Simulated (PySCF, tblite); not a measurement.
**AlGeH₅O₂, a small molecule taken as a stand-in for a surface group (aluminium hydroxide): NMR shifts, core binding energies and electronic excitations**

Wanted: the NMR shifts, core binding energies and electronic excitations for `[OH][Al]([OH])[GeH3]`.

Programs: tblite 0.8.0 and PySCF 2.14.0. All values are calculated, for the isolated system unless a continuum is named. Atoms count from 0, parts from 1.

## Step 1: The system as given

9 atoms, charge 0, multiplicity 1; geometry: distance geometry start.

## Step 2: Geometry optimisation with GFN2-xTB

Job settings and geometry (Å):

```
{"job": {"kind": "relax", "xc": "GFN2-xTB", "basis": "xTB"}, "charge": 0, "multiplicity": 1}
O      2.279692    -0.125994     0.293745
Al     0.697354     0.770575     0.770626
O      0.776349     1.879163     2.273624
Ge    -1.353984    -0.453405     0.446209
H      2.334195    -0.932696    -0.231289
H      0.011807     2.310506     2.681471
H     -1.503008    -0.834294    -0.981006
H     -2.533316     0.399065     0.887571
H     -1.337486    -1.688995     1.300698
```

With the program's defaults for keys left out, this is: GFN2-xTB geometry optimisation, gas phase.

The run is started by

```console
$ OMP_NUM_THREADS=1 python cluster_run.py task.json out
```

The driver reads the jobs from task.json and runs them one after another.

Standard output:

```text
step      E/eV     max force
  0    -374.42340    3.751
  1    -374.83471    2.768
  2    -375.39580    1.230
  3    -375.44510    0.805
  4    -375.48595    0.574
  5    -375.53260    0.873
  6    -375.54785    0.703
  7    -375.58523    0.475
  8    -375.59428    0.351
  9    -375.63939    0.741
 10    -375.67720    0.959
 11    -375.69429    0.438
 12    -375.70449    0.327
 13    -375.72670    0.858
 14    -375.74175    0.546
 15    -375.76237    0.435
 16    -375.78043    0.259
 17    -375.78732    0.325
 18    -375.79214    0.223
 19    -375.79938    0.282
 20    -375.80574    0.291
 21    -375.80956    0.245
 22    -375.81239    0.187
 23    -375.81357    0.184
 24    -375.81487    0.174
 25    -375.81646    0.161
 26    -375.81840    0.134
 27    -375.82021    0.063
 28    -375.82099    0.074
 29    -375.82127    0.060
 30    -375.82160    0.037
 31    -375.82194    0.049
 32    -375.82229    0.044
 33    -375.82242    0.021
 34    -375.82244    0.010
 35    -375.82245    0.010
 36    -375.82247    0.012
 37    -375.82251    0.018
 38    -375.82257    0.024
 39    -375.82264    0.020
 40    -375.82267    0.011
 41    -375.82268    0.010
 42    -375.82269    0.010
 43    -375.82271    0.011
 44    -375.82273    0.012
 45    -375.82275    0.007
```

Run time: 0.49 s. Hardware: 1 thread of Intel Xeon Platinum 8375C at 2.90GHz, shared host.

Relaxation path: (not every step is listed)

| step | energy from step 0 (eV) | largest force (eV/Å) |
| --- | --- | --- |
| 0 | 0.0000 | 3.7507 |
| 1 | -0.4113 | 2.7680 |
| 2 | -0.9724 | 1.2306 |
| 3 | -1.0217 | 0.8049 |
| 4 | -1.0625 | 0.5742 |
| 5 | -1.1092 | 0.8731 |
| 6 | -1.1244 | 0.7025 |
| 7 | -1.1618 | 0.4751 |
| 8 | -1.1709 | 0.3507 |
| 11 | -1.2709 | 0.4386 |
| 14 | -1.3184 | 0.5468 |
| 17 | -1.3639 | 0.3252 |
| 20 | -1.3823 | 0.2905 |
| 23 | -1.3902 | 0.1842 |
| 26 | -1.3950 | 0.1339 |
| 29 | -1.3979 | 0.0594 |
| 32 | -1.3989 | 0.0447 |
| 35 | -1.3990 | 0.0107 |
| 38 | -1.3992 | 0.0244 |
| 40 | -1.3993 | 0.0110 |
| 41 | -1.3993 | 0.0100 |
| 42 | -1.3993 | 0.0096 |
| 43 | -1.3993 | 0.0112 |
| 44 | -1.3993 | 0.0118 |
| 45 | -1.3993 | 0.0067 |

Close pairs (by a distance rule), those that changed most:

| bond | before (Å) | after (Å) | change (Å) |
| --- | --- | --- | --- |
| O0–Al1 | 1.880 | 1.646 | -0.234 |
| Al1–O2 | 1.869 | 1.646 | -0.224 |
| Ge3–H6 | 1.485 | 1.506 | +0.022 |
| O2–H5 | 0.968 | 0.946 | -0.022 |
| O0–H4 | 0.964 | 0.947 | -0.018 |
| Ge3–H7 | 1.521 | 1.506 | -0.015 |
| Al1–Ge3 | 2.411 | 2.403 | -0.007 |
| Ge3–H8 | 1.502 | 1.508 | +0.005 |

## Step 3: Relaxing the molecule at PBE0-D3(BJ)/def2-SVP

Job settings and geometry (Å):

```
{"job": {"xc": "PBE0", "basis": "def2-SVP", "d3": "d3bj", "grid": 2, "kind": "geom", "shake": 0.01}, "charge": 0, "multiplicity": 1}
O      2.100820    -0.311404    -0.530597
Al     0.762843     0.382459     0.195179
O      0.667310     1.650365     1.237261
Ge    -1.296699    -0.650881    -0.345290
H      2.854104    -0.652643    -0.949384
H      0.670687     2.387465     1.845776
H     -1.534192    -1.013506    -1.788755
H     -2.555174     0.145483    -0.030960
H     -1.625452    -1.960485     0.358220
```

Standard output:

```text
step   0  E = -2471.99243284  max force = 0.023807
step   1  E = -2471.99792992  max force = 0.014405
step   2  E = -2471.99895580  max force = 0.006769
step   3  E = -2471.99932970  max force = 0.002912
step   4  E = -2471.99949385  max force = 0.003388
step   5  E = -2472.00067546  max force = 0.024419
step   6  E = -2472.00185623  max force = 0.013504
step   7  E = -2472.00414000  max force = 0.012032
step   8  E = -2471.99335043  max force = 0.024915
step   9  E = -2472.00441568  max force = 0.007912
step  10  E = -2472.00569726  max force = 0.002556
step  11  E = -2472.00576200  max force = 0.001434
step  12  E = -2472.00583168  max force = 0.001100
step  13  E = -2472.00586047  max force = 0.000659
step  14  E = -2472.00586760  max force = 0.000376
optimisation converged
```

Run time: 81 s. Hardware: 1 thread of Intel Xeon Platinum 8375C at 2.90GHz, shared host; peak memory 0.5 GiB.

The steps of the relaxation: (the energy doesn't fall at every step)

| step | energy from step 0 (eV) | largest force component (eV/Å) |
| --- | --- | --- |
| 0 | 0.0000 | 1.2242 |
| 1 | -0.1496 | 0.7407 |
| 2 | -0.1775 | 0.3481 |
| 3 | -0.1877 | 0.1497 |
| 4 | -0.1921 | 0.1742 |
| 5 | -0.2243 | 1.2557 |
| 6 | -0.2564 | 0.6944 |
| 7 | -0.3186 | 0.6187 |
| 8 | -0.0250 | 1.2812 |
| 9 | -0.3261 | 0.4069 |
| 10 | -0.3609 | 0.1314 |
| 11 | -0.3627 | 0.0737 |
| 12 | -0.3646 | 0.0566 |
| 13 | -0.3654 | 0.0339 |
| 14 | -0.3656 | 0.0193 |

Close pairs (by a distance rule), those that changed most:

| bond | before (Å) | after (Å) | change (Å) |
| --- | --- | --- | --- |
| Al1–Ge3 | 2.367 | 2.443 | +0.077 |
| Al1–O2 | 1.644 | 1.700 | +0.056 |
| Ge3–H6 | 1.507 | 1.542 | +0.035 |
| O0–H4 | 0.927 | 0.957 | +0.030 |
| O0–Al1 | 1.673 | 1.700 | +0.028 |
| Ge3–H8 | 1.523 | 1.543 | +0.021 |
| Ge3–H7 | 1.522 | 1.541 | +0.019 |
| O2–H5 | 0.956 | 0.957 | +0.002 |

The final coordinates are the input of the step that follows.

| at the end point | value |
| --- | --- |
| point group (found at 0.08 Å tolerance) | C1 |
| rotational constants (GHz, main isotopes) | 6.045, 1.619, 1.297 |
| dipole moment (D) | 2.92 |

## Step 4: NMR shieldings: PBE0/pcSseg-2

Job settings and geometry (Å):

```
{"job": {"kind": "nmr", "xc": "PBE0", "basis": "pcSseg-2"}, "charge": 0, "multiplicity": 1}
O      2.055623    -0.319587    -0.448194
Al     0.607827     0.337732     0.154642
O      0.545040     1.738266     1.115823
Ge    -1.481259    -0.808098    -0.386974
H      2.955752    -0.011049    -0.342187
H      1.257971     2.290141     1.438035
H     -1.577592    -1.137021    -1.890829
H     -2.717292     0.035000    -0.017340
H     -1.601799    -2.148528     0.368483
```

Level: GIAO PBE0/pcSseg-2 NMR shielding, non-relativistic, gas phase.

Standard output:

```text
coarse grid: 36488 points
cycle   1  E = -2472.3299643873  dE = -4.705e-01  |g| = 1.488e+00  |ddm| = 2.205e+00
cycle   2  E = -2471.8194271382  dE =  5.105e-01  |g| = 2.207e+00  |ddm| = 1.448e+00
cycle   3  E = -2472.5789519944  dE = -7.595e-01  |g| = 2.579e-01  |ddm| = 1.063e+00
cycle   4  E = -2472.5895030570  dE = -1.055e-02  |g| = 1.030e-01  |ddm| = 1.228e-01
cycle   5  E = -2472.5901795885  dE = -6.765e-04  |g| = 1.415e-02  |ddm| = 3.088e-02
cycle   6  E = -2472.5902029323  dE = -2.334e-05  |g| = 2.020e-03  |ddm| = 9.410e-03
cycle   7  E = -2472.5902038252  dE = -8.929e-07  |g| = 5.912e-04  |ddm| = 2.297e-03
final grid: 74208 points
cycle   8  E = -2472.5902237409  dE = -3.253e-08  |g| = 7.857e-04  |ddm| = 1.156e-03
cycle   9  E = -2472.5902235933  dE =  1.477e-07  |g| = 1.237e-03  |ddm| = 9.788e-04
cycle  10  E = -2472.5902238585  dE = -2.652e-07  |g| = 1.144e-04  |ddm| = 5.399e-04
cycle  11  E = -2472.5902238617  dE = -3.192e-09  |g| = 1.845e-05  |ddm| = 9.097e-05
cycle  12  E = -2472.5902238617  dE = -2.183e-11  |g| = 4.133e-06  |ddm| = 6.768e-06
converged SCF energy = -2472.5902238617

GIAO shielding tensors (ppm)
atom      isotropic    diamagn.    paramagn.     s11        s22        s33       span
  0 O      275.360     387.117    -111.757    209.808    265.203    351.070    141.262
  1 Al     428.071     792.898    -364.827    369.943    419.561    494.709    124.766
  2 O      274.732     387.096    -112.364    209.224    264.618    350.355    141.131
  3 Ge    1760.775    2756.137    -995.362   1704.747   1762.649   1814.928    110.181
  4 H       29.662      31.549      -1.886     21.968     22.293     44.727     22.759
  5 H       29.634      31.539      -1.905     21.930     22.322     44.649     22.719
  6 H       28.072      28.121      -0.049     22.002     22.676     39.537     17.535
  7 H       28.135      28.246      -0.111     21.879     22.722     39.805     17.927
  8 H       28.032      28.056      -0.024     22.119     22.618     39.358     17.239
```

Run time: 29 s. Hardware: 1 thread of Intel Xeon Platinum 8375C at 2.90GHz, shared host; peak memory 1 GiB.

Shifts follow as δ = σ(reference) − σ, with reference shieldings (ppm) from runs at the same level and on the same kind of geometry: ¹H TMS 31.25, ¹⁷O H2O 328.2, ⁷³Ge GeMe4 1337, ²⁷Al AlH4- 485.2. The references are single molecules in the gas phase, so shifts against H2O, NH3, PH3, H3PO4 or CFCl3 are not on the usual liquid scales and can be off by tens of ppm. Shifts against hydride references such as AlH4− lie on their own scale.

| atoms | environment | σ (ppm) | δ (ppm) |
| --- | --- | --- | --- |
| H8 | hydrogen on a germanium bonded to Al | 28.03 | 3.21 |
| H6 | hydrogen on a germanium bonded to Al | 28.07 | 3.17 |
| H7 | hydrogen on a germanium bonded to Al | 28.14 | 3.11 |
| H5 | hydrogen on an oxygen bonded to Al | 29.63 | 1.61 |
| H4 | hydrogen on an oxygen bonded to Al | 29.66 | 1.58 |
| O2 | oxygen bonded to Al, H | 274.7 | 53.4 |
| O0 | oxygen bonded to Al, H | 275.4 | 52.8 |
| Al1 | aluminium bonded to Ge, 2 O | 428.1 | 57.2 |
| Ge3 | germanium bonded to Al, 3 H | 1761 | -424 |

Charges from the same density, by scheme (e):

| atoms | Mulliken | IAO | Hirshfeld | ESP fit |
| --- | --- | --- | --- | --- |
| O0 | -0.62 | -0.84 | -0.40 | -0.88 |
| Al1 | 1.01 | 1.10 | 0.55 | 1.03 |
| O2 | -0.62 | -0.84 | -0.40 | -0.88 |
| Ge3 | -0.02 | 0.02 | 0.14 | -0.07 |

Mayer bond orders: O0–Al1 0.94, Al1–O2 0.94, Al1–Ge3 0.92.

## Step 5: Core-electron binding energies: SCAN, X2C

The job, as its differences from that of step 4:

```diff
@@ -1,2 +1,2 @@
-{"job": {"kind": "nmr", "xc": "PBE0", "basis": "pcSseg-2"}, "charge": 0, "multiplicity": 1}
+{"job": {"kind": "xps", "holes": 5}, "charge": 0, "multiplicity": 1}
 O      2.055623    -0.319587    -0.448194
```

Level: delta-SCF UKS SCAN, pcX-2 on the ionised atom, pcseg-1 elsewhere, spin-free X2C.

Standard output:

```text
ground state, core basis on atom 0 (O), 129 functions
  cycle   1  E = -2490.15649015  |g| = 1.16e+00
  cycle   2  E = -2489.25405711  |g| = 2.36e+00
  cycle   3  E = -2490.39186815  |g| = 1.88e-01
  cycle   4  E = -2490.39494564  |g| = 1.61e-01
  cycle   5  E = -2490.39963767  |g| = 2.77e-02
  cycle   6  E = -2490.39979072  |g| = 5.91e-03
  cycle   7  E = -2490.39979303  |g| = 2.09e-03
  cycle   8  E = -2490.39979747  |g| = 2.95e-04
  E(ground) = -2490.56621651 Eh
hole in O 1s of atom 0
  cycle   1  E = -2469.81038942  |g| = 2.22e+00
  cycle   2  E = -2468.76329796  |g| = 2.29e+00
  cycle   3  E = -2470.47979926  |g| = 5.45e-01
  cycle   4  E = -2470.55337732  |g| = 4.10e-01
  cycle   5  E = -2470.61588589  |g| = 1.59e-01
  cycle   6  E = -2470.62636590  |g| = 3.77e-02
  cycle   7  E = -2470.62723549  |g| = 6.03e-03
  cycle   8  E = -2470.62726344  |g| = 1.78e-03
  cycle   9  E = -2470.62726382  |g| = 8.92e-04
  cycle  10  E = -2470.62726589  |g| = 3.16e-04
  E(ion) = -2470.79591966 Eh   <S^2> = 0.7617   hole on atom = 1.000   binding energy = 537.977 eV
ground state, core basis on atom 1 (Al), 140 functions
  cycle   1  E = -2490.44684483  |g| = 2.48e-01
  cycle   2  E = -2490.44575344  |g| = 1.06e-01
  cycle   3  E = -2490.44439121  |g| = 1.30e-01
  cycle   4  E = -2490.44760805  |g| = 1.82e-02
  cycle   5  E = -2490.44765627  |g| = 4.18e-03
  cycle   6  E = -2490.44766003  |g| = 6.24e-04
  cycle   7  E = -2490.44765834  |g| = 1.57e-04
  E(ground) = -2490.57996523 Eh
hole in Al 2p of atom 1
  cycle   1  E = -2487.19193295  |g| = 1.08e+00
  cycle   2  E = -2487.01511513  |g| = 1.04e+00
  cycle   3  E = -2487.39987129  |g| = 3.45e-01
  cycle   4  E = -2487.46085573  |g| = 1.42e-01
  cycle   5  E = -2487.46588904  |g| = 6.13e-02
  cycle   6  E = -2487.46839732  |g| = 6.79e-03
  cycle   7  E = -2487.46840337  |g| = 5.43e-03
  cycle   8  E = -2487.46841449  |g| = 2.01e-03
  cycle   9  E = -2487.46841827  |g| = 3.99e-04
  E(ion) = -2487.60625426 Eh   <S^2> = 0.7529   hole on atom = 1.004   binding energy = 80.919 eV
  2p3/2 = 80.523 eV   2p1/2 = 81.042 eV
ground state, core basis on atom 2 (O), 129 functions
  cycle   1  E = -2490.40090657  |g| = 1.01e-01
  cycle   2  E = -2490.39992524  |g| = 8.54e-02
  cycle   3  E = -2490.40048190  |g| = 6.54e-02
  cycle   4  E = -2490.40125649  |g| = 2.83e-03
  cycle   5  E = -2490.40125792  |g| = 5.90e-04
  cycle   6  E = -2490.40125938  |g| = 1.53e-04
  E(ground) = -2490.56611900 Eh
hole in O 1s of atom 2
  cycle   1  E = -2469.81289171  |g| = 2.22e+00
  cycle   2  E = -2468.76420952  |g| = 2.29e+00
  cycle   3  E = -2470.47748488  |g| = 5.55e-01
  cycle   4  E = -2470.54645839  |g| = 4.35e-01
  cycle   5  E = -2470.61778677  |g| = 1.57e-01
  cycle   6  E = -2470.62830582  |g| = 3.78e-02
  cycle   7  E = -2470.62919972  |g| = 5.71e-03
  cycle   8  E = -2470.62922499  |g| = 1.73e-03
  cycle   9  E = -2470.62922660  |g| = 8.46e-04
  cycle  10  E = -2470.62922807  |g| = 3.14e-04
  E(ion) = -2470.79570806 Eh   <S^2> = 0.7617   hole on atom = 1.000   binding energy = 537.980 eV
```

Run time: 13 s. Hardware: 1 thread of Intel Xeon Platinum 8375C at 2.90GHz, shared host; peak memory 0.51 GiB.

Binding energies by hole, beside the orbital energy of the ground state; the difference holds orbital relaxation and, for a density functional, its self-interaction error:

| hole | stands for | environment | ΔSCF (eV; 2p as the shell's mean) | −ε (eV) | ⟨S²⟩ |
| --- | --- | --- | --- | --- | --- |
| O1s on O0 | O0 | oxygen bonded to Al, H | 537.98 | 516.3 | 0.762 |
| Al2p on Al1 | Al1 | aluminium bonded to Ge, 2 O | 80.70 | 70.8 | 0.753 |
| O1s on O2 | O2 | oxygen bonded to Al, H | 537.98 | 516.2 | 0.762 |

With the spin-orbit splitting: Al1 2p3/2 80.52, 2p1/2 81.04 eV. The table gives each 2p level as the mean over the whole 2p shell (two parts 2p3/2, one part 2p1/2), which differs a little from the single hole in the log.

## Step 6: Excited states and response: CAM-B3LYP/def2-SVPD

The job, as its differences from that of step 5:

```diff
@@ -1,2 +1,2 @@
-{"job": {"kind": "xps", "holes": 5}, "charge": 0, "multiplicity": 1}
+{"job": {"kind": "uv", "xc": "CAM-B3LYP", "basis": "def2-SVPD", "nstates": 6, "ntriplets": 2, "ip": true}, "charge": 0, "multiplicity": 1}
 O      2.055623    -0.319587    -0.448194
```

With the program's defaults for keys left out, this is: TDDFT CAM-B3LYP/def2-SVPD, vertical, gas phase, core orbitals frozen in the response.

Standard output:

```text
coarse grid: 36488 points
cycle   1  E = -2472.4270721754  dE = -4.669e-01  |g| = 1.073e+00  |ddm| = 3.217e+00
cycle   2  E = -2472.2203938674  dE =  2.067e-01  |g| = 1.517e+00  |ddm| = 2.826e+00
cycle   3  E = -2472.6414459954  dE = -4.211e-01  |g| = 7.863e-02  |ddm| = 1.582e+00
cycle   4  E = -2472.6423338319  dE = -8.878e-04  |g| = 4.340e-02  |ddm| = 1.415e-01
cycle   5  E = -2472.6425426576  dE = -2.088e-04  |g| = 4.755e-03  |ddm| = 3.708e-02
cycle   6  E = -2472.6425501062  dE = -7.449e-06  |g| = 8.227e-04  |ddm| = 1.151e-02
final grid: 74208 points
cycle   7  E = -2472.6425691094  dE = -4.383e-07  |g| = 4.896e-04  |ddm| = 4.003e-03
cycle   8  E = -2472.6425691233  dE = -1.388e-08  |g| = 5.765e-04  |ddm| = 1.430e-03
cycle   9  E = -2472.6425691838  dE = -6.048e-08  |g| = 6.625e-05  |ddm| = 6.180e-04
cycle  10  E = -2472.6425691856  dE = -1.836e-09  |g| = 1.832e-05  |ddm| = 2.315e-04
cycle  11  E = -2472.6425691859  dE = -2.424e-10  |g| = 5.182e-06  |ddm| = 1.095e-04
converged SCF energy = -2472.6425691859

Static polarisability (au): isotropic 67.797, principal 58.735 64.626 80.029

Singlet excitations
state   eV       nm        f      main configurations
  1   6.4965    190.8   0.06313   H->L+1 0.91
  2   6.6599    186.2   0.28964   H->L 0.86
  3   7.2573    170.8   0.00002   H-3->L 0.54, H-2->L 0.34
  4   7.3653    168.3   0.00336   H-4->L 0.37, H-1->L 0.32
  5   7.5252    164.8   0.05621   H->L+3 0.32, H->L+2 0.21, H-1->L+1 0.11
  6   7.5589    164.0   0.00842   H-4->L+1 0.43, H-1->L+1 0.40

Triplet excitations (Tamm-Dancoff, eV): 5.3433 5.9600
Vertical ionisation energy (delta-SCF) = 10.3651 eV
Vertical electron affinity (delta-SCF) = -0.4497 eV
```

Wall time 36 s (1 thread of Intel Xeon Platinum 8375C at 2.90GHz, shared host); peak memory 0.74 GiB.

The orbitals next to the gap, with their largest atomic shares:

| orbital | eV | atoms |
| --- | --- | --- |
| HOMO−3 | -10.75 | O2 39 %, O0 18 %, Ge3 15 % |
| HOMO−2 | -10.72 | O0 28 %, Ge3 26 %, H8 18 % |
| HOMO−1 | -10.68 | Ge3 30 %, H7 21 %, O2 15 % |
| HOMO | -9.37 | Ge3 44 %, Al1 26 %, H8 6 % |
| LUMO | -0.10 | Al1 56 %, Ge3 10 %, O2 10 % |
| LUMO+1 | 0.35 | Al1 40 %, Ge3 29 %, O2 11 % |
| LUMO+2 | 1.21 | Ge3 36 %, O0 16 %, Al1 15 % |

With each of the 6 states as a Gaussian band of 0.4 eV half-width at 1/e, the curve within the window shown has maxima at 187 nm (ε 14,000), 167 nm (ε 2,900) L/(mol cm). Beyond the last state computed it falls off for lack of states. The curve at chosen wavelengths:

```csv
nm,ε (L/mol/cm)
158,1360
160,1932
162,2434
164,2759
166,2882
168,2888
170,2959
173,3664
175,4766
177,6393
179,8389
181,10465
183,12277
185,13511
187,13971
189,13614
191,12544
193,10968
195,9131
198,6372
200,4758
202,3418
204,2369
206,1588
208,1031
210,651
```

Ground-state properties from the same run:

| property | computed |
| --- | --- |
| dipole moment (D) | 2.51 |
| polarisability (Å³) | 10.05 |
| HOMO–LUMO gap (eV) | 9.27 |
| −ε(HOMO) (eV) | 9.37 |

## Step 7: Results

```
                                 quantity                                             value
                              point group                                                C1
     rotational constants (main isotopes)                              6.05, 1.62, 1.30 GHz
    ¹H shifts against TMS (PBE0/pcSseg-2)                  3.21, 3.17, 3.11, 1.61, 1.58 ppm
   ¹⁷O shifts against H2O (PBE0/pcSseg-2)                                    53.4, 52.8 ppm
²⁷Al shifts against AlH4- (PBE0/pcSseg-2)                                          57.2 ppm
⁷³Ge shifts against GeMe4 (PBE0/pcSseg-2)                                          -424 ppm
         O1s binding energies, SCAN/pcX-2                           O2 537.98, O0 537.98 eV
        Al2p binding energies, SCAN/pcX-2                                      Al1 80.70 eV
     lowest singlet (CAM-B3LYP/def2-SVPD)                       6.50 eV (191 nm), f = 0.063
 brightest single state of those computed                       state 2, 6.66 eV, f = 0.290
                           lowest triplet                                           5.34 eV
        vertical ionisation energy (ΔSCF)                                          10.37 eV
        vertical electron affinity (ΔSCF)  -0.45 eV (unbound: the value hangs on the basis)
```

**Reading.** Relaxing lowered the energy by 0.366 eV in 14 steps; the close pair that moved most is Al1–Ge3, from 2.367 to 2.443 Å (PBE0/def2-SVP). No frequency check was run at this level, so the end point may be a saddle. The O1s levels computed lie within 0.00 eV of one another, too close to rank. The first singlet state (HOMO→LUMO+1 0.91) lies at 6.50 eV and is bright; of the 6 states computed, the strongest absorption comes from state 2 at 6.66 eV. The lowest triplet lies 1.15 eV below the lowest singlet (triplets in Tamm-Dancoff, singlets in full TDDFT). ΔSCF puts the ionisation energy at 10.37 eV, 1.00 eV above −ε(HOMO). Spin-orbit coupling is left out, which matters for shieldings and couplings at and beside the heavy atoms.
